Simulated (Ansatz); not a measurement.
**AlH₅N₂Si: a ladder of functionals and wavefunction methods**

An exercise on one series of results from a longer session: the logs are not shown, and one member is left open.

Program: Ansatz 0.2.0, Gaussian basis. Level of theory: functionals in def2-TZVPP, the program's frozen cores in correlated methods. These are calculated values, not measurements.

Levels to be run: LDA (SPW92), PBE-D4, revPBE-D4, BLYP-D4, r2SCAN-D4, B97M-V, PBE0-D4, B3LYP-D4, r2SCANh-D4, r2SCAN0-D4, HSE06-D4, BHLYP-D4, CAM-B3LYP-D4, LC-ωPBE, ωB97X-V, ωB97M-V, B2PLYP, PBE-QIDH; CCSD(T)/def2-SVP; CCSD(T)/def2-TZVPP; MP2/def2-QZVPP; extrapolation to the limit; RPA on PBE.

## The relaxed structure

The geometry comes from an earlier relaxation with PBE0-D4 in a triple-zeta def2 set; it is a stationary point, not always the lowest conformer.

SMILES `[NH2][Al]1[NH][SiH2]1`, 9 atoms, charge 0, spin multiplicity 1.

Atoms are counted from 1 here; the program's logs count them from 0.

Bond lengths: N1–Al2 1.760 Å, N1–H5 1.007 Å, N1–H6 1.006 Å, Al2–N3 1.774 Å, Al2–Si4 2.292 Å, N3–Si4 1.764 Å, N3–H7 1.009 Å, Si4–H8 1.494 Å, Si4–H9 1.494 Å. Angles: Al2–N1–H5 125.2°, Al2–N1–H6 124.4°, H5–N1–H6 110.5°, N1–Al2–N3 137.8°, N1–Al2–Si4 172.8°, N3–Al2–Si4 49.4°, Al2–N3–Si4 80.8°, Al2–N3–H7 150.0°, Si4–N3–H7 129.3°, Al2–Si4–N3 49.8°, Al2–Si4–H8 126.9°, Al2–Si4–H9 126.9°, N3–Si4–H8 116.3°, N3–Si4–H9 116.3°, H8–Si4–H9 105.6°.

The first run:

File in.yaml:

```yaml
crystal:
  periodic: [false, false, false]
  atoms:
    - {symbol: N, position_ang: [-0.544395, 1.930450, -1.184747]}
    - {symbol: Al, position_ang: [-0.284442, 0.476531, -0.228109]}
    - {symbol: N, position_ang: [1.020743, -0.689007, 0.061067]}
    - {symbol: Si, position_ang: [-0.216545, -1.382813, 1.110382]}
    - {symbol: H, position_ang: [0.137428, 2.353790, -1.793293]}
    - {symbol: H, position_ang: [-1.402568, 2.455996, -1.197651]}
    - {symbol: H, position_ang: [1.961428, -1.007565, -0.114199]}
    - {symbol: H, position_ang: [-0.685746, -2.757626, 0.759767]}
    - {symbol: H, position_ang: [0.102496, -1.425956, 2.569679]}
basis:
  gaussian: {orbitals: def2-TZVPP}
hamiltonian: {xc: lda}
output: {orbitals: {seedname: orbitals}}
```

On the command line:

```
$ ansatz run in.yaml --threads 2 --pin off --events-out ev --progress --plain --max-ram 4352MiB
```

Steps of the session up to this table: LDA; PBE-D4 (GGA); revPBE-D4 (GGA); BLYP-D4 (GGA); r2SCAN-D4 (meta-GGA); B97M-V (meta-GGA); PBE0-D4 (hybrid); B3LYP-D4 (hybrid); r2SCANh-D4 (hybrid); r2SCAN0-D4 (hybrid); HSE06-D4 (hybrid); BHLYP-D4 (hybrid); CAM-B3LYP-D4 (range-separated); LC-ωPBE (range-separated); ωB97X-V (range-separated); ωB97M-V (range-separated); B2PLYP (double hybrid); PBE-QIDH (double hybrid).

One of the session's tables, all rows but one given; the rest of the session is left out.

It belongs to the step «Frontier levels by functional». 

| functional | HOMO (eV) | gap (eV) |
| --- | --- | --- |
| LDA (SPW92) | ? | ? |
| PBE-D4 | -5.39 | 3.69 |
| revPBE-D4 | -5.34 | 3.75 |
| BLYP-D4 | -5.25 | 3.66 |
| r2SCAN-D4 | -5.57 | 4.21 |
| B97M-V | -5.61 | 4.05 |
| PBE0-D4 | -6.38 | 5.48 |
| B3LYP-D4 | -6.20 | 5.08 |
| r2SCANh-D4 | -5.94 | 4.85 |
| r2SCAN0-D4 | -6.49 | 5.79 |
| HSE06-D4 | -5.99 | 4.72 |
| BHLYP-D4 | -7.27 | 7.17 |
| CAM-B3LYP-D4 | -7.61 | 7.64 |
| LC-ωPBE | -8.85 | 10.02 |
| ωB97X-V | -8.57 | 9.59 |
| ωB97M-V | -8.36 | 9.05 |

Q: Estimate the row for LDA (SPW92) from the others.

**Answer.** HOMO (eV): -5.48; gap (eV): 3.59. In the column «HOMO (eV)» it lies between r2SCAN-D4 (-5.57) and PBE-D4 (-5.39).
